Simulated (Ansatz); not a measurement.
# CH4BNSe: one species, many methods

An exercise on one series of results from a longer session: the logs are not shown, and one member is left open.

Computed with Ansatz 0.2.0, Gaussian basis. Level: functionals in def2-TZVPP, the program's frozen cores in correlated methods.

The runs, in order: LDA (SPW92), PBE-D4, revPBE-D4, BLYP-D4, r2SCAN-D4, B97M-V, PBE0-D4, B3LYP-D4, r2SCANh-D4, r2SCAN0-D4, HSE06-D4, BHLYP-D4, CAM-B3LYP-D4, LC-ωPBE, ωB97X-V, ωB97M-V, B2PLYP, PBE-QIDH; CCSD(T)/def2-SVP; CCSD(T)/def2-TZVPP; MP2/def2-QZVPP; extrapolation to the limit; RPA on PBE.

**The geometry**

All runs share one geometry, relaxed beforehand with PBE0-D4 in a triple-zeta def2 set.

SMILES `C=NB[SeH]`, 8 atoms, charge 0, spin multiplicity 1.

Atoms are counted from 1 here; the program's logs count them from 0.

Bond lengths: C1–N2 1.240 Å, C1–H5 1.095 Å, C1–H6 1.095 Å, N2–B3 1.355 Å, B3–Se4 1.961 Å, B3–H7 1.192 Å, Se4–H8 1.466 Å. Angles: N2–C1–H5 121.6°, N2–C1–H6 121.6°, H5–C1–H6 116.8°, C1–N2–B3 179.6°, N2–B3–Se4 119.6°, N2–B3–H7 120.2°, Se4–B3–H7 120.3°, B3–Se4–H8 94.1°.

As a file:

```xyz
8

C    -0.4042    1.7444   -0.1225
N    -0.0965    0.5458   -0.1966
B     0.2332   -0.7662   -0.2705
Se    0.2869   -1.8447    1.3668
H     0.3522    2.5226    0.0260
H    -1.4451    2.0756   -0.2039
H     0.4895   -1.2611   -1.3243
H     0.6763   -3.0735    0.6691
```

The first run:

File in.yaml:

```yaml
crystal:
  periodic: [false, false, false]
  atoms:
    - {symbol: C, position_ang: [-0.404207, 1.744374, -0.122543]}
    - {symbol: N, position_ang: [-0.096525, 0.545759, -0.196594]}
    - {symbol: B, position_ang: [0.233159, -0.766211, -0.270455]}
    - {symbol: Se, position_ang: [0.286882, -1.844723, 1.366772]}
    - {symbol: H, position_ang: [0.352155, 2.522598, 0.026008]}
    - {symbol: H, position_ang: [-1.445109, 2.075638, -0.203874]}
    - {symbol: H, position_ang: [0.489480, -1.261096, -1.324341]}
    - {symbol: H, position_ang: [0.676266, -3.073541, 0.669127]}
basis:
  gaussian: {orbitals: def2-TZVPP}
hamiltonian: {xc: lda}
output: {orbitals: {seedname: orbitals}}
```

Launch:

```sh
ansatz run in.yaml --threads 2 --pin off --events-out ev --progress --plain --max-ram 4352MiB
```

Steps of the session up to this table: LDA; PBE-D4 (GGA); revPBE-D4 (GGA); BLYP-D4 (GGA); r2SCAN-D4 (meta-GGA); B97M-V (meta-GGA); B3LYP-D4 (hybrid); r2SCANh-D4 (hybrid); r2SCAN0-D4 (hybrid); HSE06-D4 (hybrid); BHLYP-D4 (hybrid); CAM-B3LYP-D4 (range-separated); LC-ωPBE (range-separated); ωB97X-V (range-separated); ωB97M-V (range-separated); B2PLYP (double hybrid); PBE-QIDH (double hybrid).

One table of the session follows, with a row left open; its other results are not shown here.

It belongs to the step «Orbital energies across the functionals». 

| functional | HOMO (eV) | gap (eV) |
| --- | --- | --- |
| LDA (SPW92) | -5.68 | 3.11 |
| PBE-D4 | -5.54 | 3.21 |
| revPBE-D4 | -5.49 | 3.24 |
| BLYP-D4 | -5.38 | 3.19 |
| r2SCAN-D4 | -5.78 | 3.66 |
| B97M-V | -5.85 | 3.82 |
| PBE0-D4 | -6.66 | 5.37 |
| B3LYP-D4 | ? | ? |
| r2SCANh-D4 | -6.20 | 4.46 |
| r2SCAN0-D4 | -6.82 | 5.67 |
| HSE06-D4 | -6.26 | 4.59 |
| BHLYP-D4 | -7.63 | 7.52 |
| CAM-B3LYP-D4 | -7.90 | 7.77 |
| LC-ωPBE | -9.22 | 10.29 |
| ωB97X-V | -8.88 | 9.88 |
| ωB97M-V | -8.77 | 9.63 |

Estimate the missing values for B3LYP-D4.

Worked estimate for «HOMO (eV)». Against the share of exact exchange, BLYP-D4 (0, -5.38), BHLYP-D4 (0.5, -7.63) give a slope of -4.50 per unit share; at 0.2 the line stands at -6.28.

The run gave: HOMO (eV): -6.43; gap (eV): 4.91. In «HOMO (eV)» the line misses by +0.15.
